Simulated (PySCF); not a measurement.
# GeF₃⁻: structure of the singlet

Where does singlet GeF₃⁻ go from a T-shaped start, is the end point a minimum, and what are its modes, charges and moments?

The runs use PySCF 2.14.0; PBE0, basis Ge def2-SVPD, F def2-SVPD, no relativity, density fitting.

## Step 1: The system as given

4 atoms, charge -1, spin multiplicity 1.

Bond lengths: Ge1–F2 1.850 Å, Ge1–F3 1.850 Å, Ge1–F4 1.850 Å. Angles: F2–Ge1–F3 88.0°, F2–Ge1–F4 88.0°, F3–Ge1–F4 176.0°.

```xyz
4
charge -1 multiplicity 1
Ge    0.0000    0.0000   -0.2872
F     0.0000    0.0000    1.5628
F     1.8489    0.0000   -0.2226
F    -1.8489    0.0000   -0.2226
```

## Step 2: Relaxation: T-shaped start, singlet

One driver script runs all steps and calls PySCF; scf.py shows how it sets up the SCF of each step. The optimiser is the driver's own. Before each start the driver seeks the lowest SCF state from one or more starting densities and follows internal instabilities, so scf.py alone need not reach the same state.

The program finds C2v symmetry in the start, which this walk keeps. Threshold on the gradient: 0.0003 Eh/bohr, with a further test on the energy change.

scf.py

```python
from pyscf import gto, scf, dft
mol = gto.M(atom='''
Ge     0.000000     0.000000    -0.287219
F      0.000000     0.000000     1.562781
F      1.848900    -0.000000    -0.222619
F     -1.848900     0.000000    -0.222619''',
    basis={'Ge': 'def2-SVPD', 'F': 'def2-SVPD'},
    charge=-1, spin=0)
mf = dft.RKS(mol, xc='PBE0')
mf.grids.atom_grid = (50, 194)
aux = {'Ge': 'def2-universal-JKFIT', 'F': 'def2-universal-JKFIT'}
mf = mf.density_fit(auxbasis=aux)
mf.kernel()
```

After this run come: Vibrations and properties at this point; Downhill along the imaginary mode; Vibrations and properties at this point.

What does the calculation give? Wanted: minimum; geometry; wavenumbers; dipole moment; highest occupied, lowest empty level; polar-tensor charge of Ge1; zero-point energy.

The runs gave:

| quantity | value |
| --- | --- |
| minimum | singlet, C3v |
| geometry | Ge–F 1.836 Å (×3); F–Ge–F 95.1° (×3) |
| wavenumbers (cm⁻¹) | 207 (e), 273 (a1), 528 (e), 569 (a1) |
| dipole moment (centre of mass) | 2.22 D |
| highest occupied, lowest empty level | -2.08, 5.11 eV |
| polar-tensor charge of Ge1 | +1.35 e |
| zero-point energy | 13.8 kJ/mol |
| entropy at 298.15 K | 298.8 J/(mol K) |

From C2v at the start the molecule goes to a C3v minimum, after a first stop at a saddle point 126.1 kJ/mol higher, from which it was pushed off along an imaginary mode. The strongest infrared band lies at 528 cm⁻¹ (e, stretch). Other starts or spin states, not run here, may lie lower.
